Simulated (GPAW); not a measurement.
Crystal: Ta3AsAu2O13.

```
Ta As Au O
1.0
     5.24237    3.02668    4.14273
    -5.24237    3.02668    4.14273
     0.00000   -6.05337    4.14273
Ta As Au O
3 1 2 13
Direct
  0.23108 0.57229 0.23108
  0.23108 0.23108 0.57229
  0.57229 0.23108 0.23108
  0.55878 0.55878 0.55878
  0.96559 0.96559 0.96559
  0.75105 0.75105 0.75105
  0.40884 0.66762 0.40884
  0.40884 0.40884 0.66762
  0.66762 0.40884 0.40884
  0.49726 0.01313 0.36024
  0.36024 0.49726 0.01313
  0.01313 0.36024 0.49726
  0.36024 0.01313 0.49726
  0.01313 0.49726 0.36024
  0.49726 0.36024 0.01313
  0.10963 0.74806 0.10963
  0.10963 0.10963 0.74806
  0.74806 0.10963 0.10963
  0.30840 0.30840 0.30840
```

The cell was built by a generator and needn't be a form met in nature.

```yaml
Program: GPAW 26.7.0
Task: single point
Functional: PBE
Potentials_or_basis: GPAW PAW data sets (gpaw-data 1.2.1)
Cutoff: 800 eV
Basis: pw
k_mesh: 4 × 4 × 4
Occupations: fermi-dirac, width 0.05 eV
Spin: no spin polarisation
```

On this cell: pressure 0.8 GPa; largest force 0.264 eV/Å; band gap on the k mesh 1.08 eV, indirect (least direct gap 1.12 eV).

The same run follows on a disturbed copy (atoms moved at random, drawn with an rms of 0.05 Å):

```
Ta As Au O
1.0
     5.24237    3.02668    4.14273
    -5.24237    3.02668    4.14273
     0.00000   -6.05337    4.14273
Ta As Au O
3 1 2 13
Direct
  0.23231 0.57284 0.23518
  0.22808 0.22449 0.57826
  0.57103 0.23584 0.22755
  0.56346 0.56281 0.56065
  0.97122 0.96685 0.96489
  0.75073 0.75277 0.74929
  0.40763 0.66832 0.39750
  0.41493 0.41412 0.66627
  0.66767 0.40592 0.40651
  0.49275 0.01595 0.36383
  0.36005 0.50023 0.01414
  0.01101 0.36497 0.49579
  0.35990 0.01442 0.50261
  0.01171 0.50493 0.35840
  0.50565 0.35840 0.00883
  0.10300 0.74844 0.11186
  0.11097 0.11306 0.74997
  0.74784 0.11258 0.11113
  0.30682 0.30540 0.30511
```

Q: What does the disturbed cell give?

A: The energy moves by +25.9 meV/atom; pressure 0.7 GPa; largest force 4.511 eV/Å; band gap on the k mesh 0.99 eV, indirect (least direct gap 1.02 eV).

Forces on the atoms (eV/Å):
```
Ta  -0.296  0.842 -1.863
Ta  -1.447  4.050  1.362
Ta   0.253 -1.378 -0.157
As  -0.076  0.640 -1.521
Au   0.121 -0.429 -0.073
Au   0.026  0.044  0.670
O    0.918 -0.600  2.168
O   -0.101 -0.749 -0.951
O   -0.498 -0.072  0.865
O    0.301  0.373  0.066
O    0.993  0.347 -0.110
O    0.535 -0.093  0.380
O    0.369  0.042 -0.161
O    0.270 -1.004 -0.211
O   -1.663  0.442 -0.254
O    0.387 -0.059  0.166
O   -0.126 -2.513 -0.419
O    0.428  0.220 -0.122
O   -0.393 -0.102  0.166
```

Stress tensor (GPa, compression positive):
```
-1.46  0.64 -0.04
 0.64  2.38 -0.03
-0.04 -0.03  1.17
```

Caveats: with this Au data set, volumes or pressures lay over 1.5 % or 2 GPa off other programs in two to four cells of ten; spin-orbit coupling is left out, which moves the levels of the heavy elements.

A k mesh can miss the band edges.
